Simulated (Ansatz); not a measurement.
# C2H8SSi: up Jacob's ladder to CCSD(T)

An exercise on one series of results from a longer session: the logs are not shown, and one member is left open.

The runs use Ansatz 0.2.0, Gaussian basis; functionals in def2-TZVPP, the program's frozen cores in correlated methods.

The runs, in order: LDA (SPW92), PBE-D4, revPBE-D4, BLYP-D4, r2SCAN-D4, B97M-V, PBE0-D4, B3LYP-D4, r2SCANh-D4, r2SCAN0-D4, HSE06-D4, BHLYP-D4, CAM-B3LYP-D4, LC-ωPBE, ωB97X-V, ωB97M-V, B2PLYP, PBE-QIDH; CCSD(T)/def2-SVP; CCSD(T)/def2-TZVPP; MP2/def2-QZVPP; extrapolation to the limit; RPA on PBE.

**The relaxed structure**

An earlier PBE0-D4 in a triple-zeta def2 set relaxation fixed the geometry.

SMILES `C[SiH2]CS`, 12 atoms, charge 0, spin multiplicity 1.

Atoms are counted from 1 here; the program's logs count them from 0.

Bond lengths: C1–Si2 1.865 Å, C1–H5 1.092 Å, C1–H6 1.092 Å, C1–H7 1.093 Å, Si2–C3 1.881 Å, Si2–H8 1.491 Å, Si2–H9 1.492 Å, C3–S4 1.814 Å, C3–H10 1.094 Å, C3–H11 1.092 Å, S4–H12 1.343 Å. Angles: Si2–C1–H5 110.4°, Si2–C1–H6 110.9°, Si2–C1–H7 110.7°, H5–C1–H6 108.5°, H5–C1–H7 108.2°, H6–C1–H7 108.0°, C1–Si2–C3 111.2°, C1–Si2–H8 110.6°, C1–Si2–H9 110.5°, C3–Si2–H8 107.4°, C3–Si2–H9 109.0°, H8–Si2–H9 108.0°, Si2–C3–S4 111.8°, Si2–C3–H10 109.5°, Si2–C3–H11 112.3°, S4–C3–H10 105.2°, S4–C3–H11 110.5°, H10–C3–H11 107.2° and more.

Set-up of the first run:

in.yaml reads:

```yaml
crystal:
  periodic: [false, false, false]
  atoms:
    - {symbol: C, position_ang: [-1.139853, 1.257353, -0.111155]}
    - {symbol: Si, position_ang: [-0.069360, 0.065912, 0.844697]}
    - {symbol: C, position_ang: [1.315806, -0.617781, -0.229139]}
    - {symbol: S, position_ang: [0.672495, -1.569365, -1.633212]}
    - {symbol: H, position_ang: [-1.539952, 0.776220, -1.005876]}
    - {symbol: H, position_ang: [-1.976630, 1.604212, 0.499191]}
    - {symbol: H, position_ang: [-0.563181, 2.131844, -0.422467]}
    - {symbol: H, position_ang: [-0.873686, -1.093844, 1.325437]}
    - {symbol: H, position_ang: [0.526448, 0.738753, 2.035674]}
    - {symbol: H, position_ang: [1.873726, 0.210371, -0.675008]}
    - {symbol: H, position_ang: [2.028208, -1.214957, 0.343832]}
    - {symbol: H, position_ang: [-0.177119, -2.343818, -0.937976]}
basis:
  gaussian: {orbitals: def2-TZVPP}
hamiltonian: {xc: lda}
output: {orbitals: {seedname: orbitals}}
```

Started as:

```console
> ansatz run in.yaml --threads 4 --pin off --events-out ev --progress --plain --max-ram 10444MiB
```

Steps of the session up to this table: LDA; PBE-D4 (GGA); revPBE-D4 (GGA); BLYP-D4 (GGA); r2SCAN-D4 (meta-GGA); B97M-V (meta-GGA); B3LYP-D4 (hybrid); r2SCANh-D4 (hybrid); r2SCAN0-D4 (hybrid); HSE06-D4 (hybrid); BHLYP-D4 (hybrid); CAM-B3LYP-D4 (range-separated); LC-ωPBE (range-separated); ωB97X-V (range-separated); ωB97M-V (range-separated); B2PLYP (double hybrid); PBE-QIDH (double hybrid).

One table of the session follows, with a row left open; its other results are not shown here.

It belongs to the step «Orbital energies across the functionals». 

```
  functional  HOMO (eV)  LUMO (eV)  gap (eV)
 LDA (SPW92)      -5.63      -0.83      4.80
      PBE-D4      -5.52      -0.64      4.88
   revPBE-D4      -5.47      -0.55      4.93
     BLYP-D4      -5.37      -0.53      4.84
   r2SCAN-D4      -5.76      -0.29      5.47
      B97M-V      -5.89      -0.44      5.44
     PBE0-D4      -6.74       0.28      7.02
    B3LYP-D4      -6.51       0.03      6.54
  r2SCANh-D4      -6.22       0.04      6.25
  r2SCAN0-D4          ?          ?         ?
    HSE06-D4      -6.34      -0.10      6.24
    BHLYP-D4      -7.84       1.15      8.98
CAM-B3LYP-D4      -8.08       1.27      9.35
     LC-ωPBE      -9.48       2.49     11.97
     ωB97X-V      -9.12       2.31     11.43
     ωB97M-V      -8.97       2.00     10.97
```

Q: Estimate the row for r2SCAN0-D4 from the others.

Worked estimate for «HOMO (eV)». Against the share of exact exchange, r2SCAN-D4 (0, -5.76), r2SCANh-D4 (0.1, -6.22) give a slope of -4.60 per unit share; at 0.25 the line stands at -6.91.

The run gave: HOMO (eV): -6.90; LUMO (eV): 0.50; gap (eV): 7.40. In «HOMO (eV)» the line misses by -0.01.
